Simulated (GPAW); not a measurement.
BiTe:

```xyz
2
Lattice="0.0000 3.2350 3.2350 3.2350 0.0000 3.2350 3.2350 3.2350 0.0000" Properties=species:S:1:pos:R:3 pbc="T T T"
Bi    0.0000    0.0000    0.0000
Te    3.2350    3.2350    3.2350
```

| Quantity | Value |
| --- | --- |
| Program | GPAW 26.7.0 |
| Task | relaxation of cell and atoms |
| Functional | PBEsol |
| Potentials or basis | PAW data sets generated in the run's folder for this functional |
| Cutoff | 600 eV |
| Basis | pw |
| k mesh | 7 × 7 × 7 |
| Occupations | fermi-dirac, width 0.05 eV |
| Spin | no spin polarisation |

At the start: pressure -1.8 GPa; volume 33.86 Å³/atom.

Q: Where does the relaxation end?

A: Over 3 steps the energy falls by 6.5 meV/atom and the volume is 32.62 Å³/atom (-3.6 %); space group Fm-3m (No. 225, to 0.05 Å).

Step by step:
```tsv
step	energy change (eV)	largest force (eV/Å)	pressure (GPa)	volume (Å³)
1	0.0000	0.0000	-1.76	67.71
2	-0.0052	0.0000	-1.39	67.17
3	-0.0130	0.0000	0.07	65.25
```

Final structure:
```yaml
crystal:
  lattice:
    - [0.00000, 3.19529, 3.19529]
    - [3.19529, 0.00000, 3.19529]
    - [3.19529, 3.19529, 0.00000]
  atoms:
    - { symbol: Bi, position: [0.00000, 0.00000, 0.00000] }
    - { symbol: Te, position: [0.50000, 0.50000, 0.50000] }
```

Caveat: later steps reuse the first step's grids.
